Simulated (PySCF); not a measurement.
# GaO: basis, grid and Hamiltonian

The method stays; parts of the set-up, such as the basis or the Hamiltonian, are changed.

Method: each script names its method and basis; program: PySCF 2.14.0.

6 further runs of the same task are left out: 6 that didn't finish.

### Step 1. The system as given

GaO: 2 atoms, charge 0, spin multiplicity 2.

Bond lengths: Ga1–O2 1.805 Å.

### Step 2. The base run

input.py reads:

```python
from pyscf import gto, scf, mcscf

mol = gto.M(
    atom='Ga 0 0 0; O 0 0 1.805',
    basis='aug-cc-pvdz',
    charge=0,
    spin=1,
    verbose=3,
)
mf = scf.ROHF(mol)
mf.kernel()
mc = mcscf.CASCI(mf, 4, 5)
mc.kernel()
mc.analyze()
mf.dip_moment()
print('orbital energies (hartree):', mf.mo_energy[..., max(0, mol.nelec[1]-3):mol.nelec[0]+3].round(4))
```

On the command line:

```bash
$ python input.py
```

Its log is not repeated here.

It gives: E(SCF) = -1998.040780 Eh, E(CAS) − E(SCF) = -0.01677 Eh, μ = 3.05 D (of the SCF density).

The bond length is a typed value, not an optimised one.

### Step 3. Density fitting def2-universal-jkfit

Edit 1 changes density fitting: none → def2-universal-jkfit.

input.py reads:

```python
from pyscf import gto, scf, mcscf

mol = gto.M(
    atom='Ga 0 0 0; O 0 0 1.805',
    basis='aug-cc-pvdz',
    charge=0,
    spin=1,
    verbose=3,
)
mf = scf.ROHF(mol)
mf = mf.density_fit(auxbasis='def2-universal-jkfit')
mf.kernel()
mc = mcscf.CASCI(mf, 4, 5)
mc.kernel()
mc.analyze()
mf.dip_moment()
print('orbital energies (hartree):', mf.mo_energy[..., max(0, mol.nelec[1]-3):mol.nelec[0]+3].round(4))
```

On the command line:

```bash
$ python input.py
```

### Step 4. Jorge-dzp

Edit 2 changes basis set: aug-cc-pvdz → jorge-dzp.

input.py, as its differences from that of step 2:

```diff
@@ -4,3 +4,3 @@
     atom='Ga 0 0 0; O 0 0 1.805',
-    basis='aug-cc-pvdz',
+    basis='jorge-dzp',
     charge=0,
```

### Step 5. Pcseg-1

Edit 3 changes basis set: aug-cc-pvdz → pcseg-1.

input.py, as its differences from that of step 2:

```diff
@@ -4,3 +4,3 @@
     atom='Ga 0 0 0; O 0 0 1.805',
-    basis='aug-cc-pvdz',
+    basis='pcseg-1',
     charge=0,
```

### Step 6. Jorge-dzp-dkh (X2C on)

Edit 4 changes basis set: aug-cc-pvdz → jorge-dzp-dkh; spin-free X2C: off → on.

input.py, as its differences from that of step 2:

```diff
@@ -4,3 +4,3 @@
     atom='Ga 0 0 0; O 0 0 1.805',
-    basis='aug-cc-pvdz',
+    basis='jorge-dzp-dkh',
     charge=0,
@@ -10,2 +10,3 @@
 mf = scf.ROHF(mol)
+mf = mf.sfx2c1e()
 mf.kernel()
```

What does the calculation give? Wanted: for each run, E(SCF); from base; SCF dipole; after the SCF.

As calculated:

```
                                 run  E(SCF) (hartree)  from base (eV)  SCF dipole (D)  functions                after the SCF
                                base      -1998.040780               0            3.05         59  CASCI correlation -0.456 eV
density fitting def2-universal-jkfit      -1998.040658         +0.0033            3.05         59  CASCI correlation -0.458 eV
                           jorge-dzp      -1998.005377         +0.9634            3.08         58  CASCI correlation -0.680 eV
                             pcseg-1      -1997.778446         +7.1385            3.11         41  CASCI correlation -0.635 eV
              jorge-dzp-dkh (X2C on)      -2016.975453  not comparable            3.21         58  CASCI correlation -0.675 eV
```

What this shows: Of the runs whose energies can be compared, “pcseg-1” moves the SCF energy most (+7.138 eV). jorge-dzp (58 functions) gives an energy 0.96 eV higher than aug-cc-pvdz (59). pcseg-1 (41 functions) gives an energy 7.14 eV higher than aug-cc-pvdz (59).
